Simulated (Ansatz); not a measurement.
A nudged elastic band was laid between two geometries of a periodic cell of 17 atoms, TiSi$_{16}$ (host Si, host structure diamond, interstitial Ti).

Method: DFT PBE, scalar-relativistic, plane waves, PAW in Ansatz. Settings: PAW set soft_1, cutoff 420 eV, k mesh 2x2x2, fermi-dirac smearing 0.05 eV, no spin polarisation.

```yaml
movable_images: 3
climbing_image: yes
spring: 5.0 eV/Å²
optimiser: fire
start_path: IDPP
force_threshold: 0.03 eV/Å
iteration_limit: 63
end_points: relaxed
```

Initial state:

```xyz
17
Lattice="0.0000 5.4300 5.4300 5.4300 0.0000 5.4300 5.4300 5.4300 0.0000" Properties=species:S:1:pos:R:3
Si 0.000 0.000 0.000
Si 1.315 1.313 1.314
Si 2.717 2.713 -0.038
Si 4.117 4.116 1.314
Si 2.716 -0.039 2.714
Si 4.116 1.314 4.116
Si 5.470 2.715 2.714
Si 6.774 4.087 4.089
Si -0.035 2.714 2.716
Si 1.315 4.116 4.116
Si 2.717 5.467 2.717
Si 4.091 6.770 4.089
Si 2.716 2.716 5.469
Si 4.091 4.087 6.772
Si 5.433 5.429 5.431
Si 6.774 6.771 6.772
Ti 2.717 2.714 2.715
```

Final state:

```xyz
17
Lattice="0.0000 5.4300 5.4300 5.4300 0.0000 5.4300 5.4300 5.4300 0.0000" Properties=species:S:1:pos:R:3
Si -0.012 0.015 -0.013
Si 1.361 1.318 1.360
Si 2.762 2.671 -0.040
Si 4.115 4.072 1.360
Si 2.734 0.015 2.733
Si 4.077 1.357 4.076
Si 5.418 2.699 2.733
Si 6.791 4.071 4.037
Si -0.039 2.671 2.761
Si 1.361 4.072 4.114
Si 2.761 5.472 2.760
Si 4.076 6.786 4.075
Si 2.734 2.698 5.417
Si 4.037 4.071 6.790
Si 5.392 5.472 5.390
Si 6.791 6.825 6.790
Ti 1.361 4.072 1.360
```

What changes between the two ends?

Contacts lost: Si5–Ti17, Si6–Ti17, Si7–Ti17, Si13–Ti17. Contacts made: Si8–Ti17, Si14–Ti17, Si15–Ti17, Si16–Ti17. The atom that moves furthest is Ti17, by 2.35 Å; four of its nearest neighbours are Si6 2.42, Si4 2.43, Si2 2.43, Si10 2.43 Å at the first end and Si11 2.42, Si15 2.43, Si3 2.43, Si9 2.43 Å at the last.

Give the energies along the band, and the barrier.

The forces met the threshold. The highest image is number 2 of 0 to 4, 1.73 eV above the ends, which have the same energy within 2 meV. By the program's own check the climbing image is a first-order saddle point (lowest curvatures found: -4.17 and 0.22 eV/Å²). Limits of this set-up: coarse k mesh, a small cell, in which the defect meets its images.

```json
{"image": "0", "path coordinate (Å)": "0.00", "energy (eV)": "0.00", "Si5–Ti17 (Å)": "2.75", "Si6–Ti17 (Å)": "2.42", "Si7–Ti17 (Å)": "2.75"}
{"image": "1", "path coordinate (Å)": "0.75", "energy (eV)": "0.57", "Si5–Ti17 (Å)": "3.00", "Si6–Ti17 (Å)": "2.57", "Si7–Ti17 (Å)": "2.99"}
{"image": "2", "path coordinate (Å)": "1.49", "energy (eV)": "1.73", "Si5–Ti17 (Å)": "3.52", "Si6–Ti17 (Å)": "3.26", "Si7–Ti17 (Å)": "3.52"}
{"image": "3", "path coordinate (Å)": "2.23", "energy (eV)": "0.57", "Si5–Ti17 (Å)": "4.11", "Si6–Ti17 (Å)": "4.03", "Si7–Ti17 (Å)": "4.11"}
{"image": "4", "path coordinate (Å)": "2.97", "energy (eV)": "0.00", "Si5–Ti17 (Å)": "4.50", "Si6–Ti17 (Å)": "4.70", "Si7–Ti17 (Å)": "4.50"}
```

What is the geometry of the highest image?


```xyz
17
Lattice="0.0000 5.4300 5.4300 5.4300 0.0000 5.4300 5.4300 5.4300 0.0000" Properties=species:S:1:pos:R:3
Si -0.156 0.159 -0.152
Si 1.266 1.229 1.269
Si 2.810 2.623 -0.124
Si 4.205 4.168 1.269
Si 2.664 -0.012 2.658
Si 3.921 1.509 3.913
Si 5.442 2.765 2.658
Si 6.846 4.014 4.062
Si -0.129 2.623 2.814
Si 1.265 4.168 4.209
Si 2.810 5.563 2.814
Si 4.231 6.632 4.235
Si 2.664 2.766 5.434
Si 4.069 4.014 6.839
Si 5.590 5.270 5.583
Si 6.846 6.791 6.839
Ti 2.038 3.396 2.042
```

Run time: 16 min on 1 thread of Arm Neoverse V2 (shared host), peak memory 0.8 GiB.
